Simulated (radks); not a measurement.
**Pd in [Ar] 3d10 4s1 4p6 4d10 5p1: an all-electron calculation**

Wanted: eigenvalues, radial structure and energy terms of neutral palladium.

Program: radks (a radial shooting solver on a logarithmic mesh, Libxc functionals) version 1. Level of theory: scalar-relativistic Kohn-Sham, PBE, spin-unpolarised, spherical densities, finite nucleus. These are calculated values, not measurements, unless marked.

## 1. What is computed

| Property | Result |
| --- | --- |
| element | palladium (Z = 46) |
| charge | 0 |
| electrons | 46 |
| configuration | [Ar] 3d10 4s1 4p6 4d10 5p1 |
| nuclear rms radius | 4.5318 fm |

The outer shells:

Pd
```
[Ar] core
3d [↑↓][↑↓][↑↓][↑↓][↑↓]
4s [↑ ]
4p [↑↓][↑↓][↑↓]
4d [↑↓][↑↓][↑↓][↑↓][↑↓]
5p [↑ ][  ][  ]
```

## 2. Self-consistent calculation

Settings of this run:

```text
Z 46
configuration [Ar] 3d10 4s1 4p6 4d10 5p1 5s0 4f0 5d0 6p0
relativity scalar-relativistic
functional pbe,pbe
spin unpolarised
nucleus finite rms 4.5318 fm
c 137.035999084
```

Command:

```
python run_ks.py task.json out
```

All runs below come from this command, one after another.

What does the calculation give?

As calculated:

```
                        quantity                value
                    total energy  -5042.57192 hartree
exchange-correlation share of it               2.85 %
                            −T/E               1.0372
          highest occupied level        5p, -1.690 eV
    most extended occupied level  5p, <r> = 4.81 bohr
 radius at density 0.001 e/bohr³            4.45 bohr
    maxima of the radial density                    4
```

**Reading.** The radial density shows 4 maxima for 5 occupied principal shells; where shells overlap, one shows as a shoulder or not at all. −T/E is 1.037: with relativity the kinetic term as defined here no longer equals −E. This is not the tabulated ground configuration, so its levels and sizes aren't those of the ground state, and no measured value stands beside it.
